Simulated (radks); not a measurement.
# In³⁺ in [Kr] 4d9.5 5d0.5: an all-electron calculation

Wanted: eigenvalues, radial structure and energy terms of the indium ion In3+.

Program: radks (a radial shooting solver on a logarithmic mesh, Libxc functionals) version 1. Level of theory: Dirac Kohn-Sham, PBE, spin-unpolarised, spherical densities, finite nucleus; open shells fill j = l - 1/2 first. These are calculated values, not measurements, unless marked.

### Step 1. What is computed

- element: indium (Z = 49)
- charge: +3
- electrons: 46
- configuration: [Kr] 4d9.5 5d0.5
- nuclear rms radius: 4.6156 fm

### Step 2. The run

Settings of this run:

```text
Z 49
configuration [Kr] 4d9.5 5d0.5 5s0 5p0
relativity Dirac
functional pbe,pbe
spin unpolarised
j_filling energy
nucleus finite rms 4.6156 fm
c 137.035999084
```

**Question.** What will this run give?

**Answer**, as computed:

```
                        quantity                   value
                    total energy     -5880.49556 hartree
exchange-correlation share of it                  2.70 %
                            −T/E                  1.0507
          highest occupied level       5d3/2, -15.987 eV
    most extended occupied level  5d3/2, <r> = 3.59 bohr
 radius at density 0.001 e/bohr³               3.71 bohr
    maxima of the radial density                       4
```

**Reading.** 5 principal shells are occupied and 4 maxima appear in the radial density; where shells overlap, one shows as a shoulder or not at all. Relativity lifts −T/E to 1.051. This is not the tabulated ground configuration, so its levels and sizes aren't those of the ground state, and no measured value stands beside it.
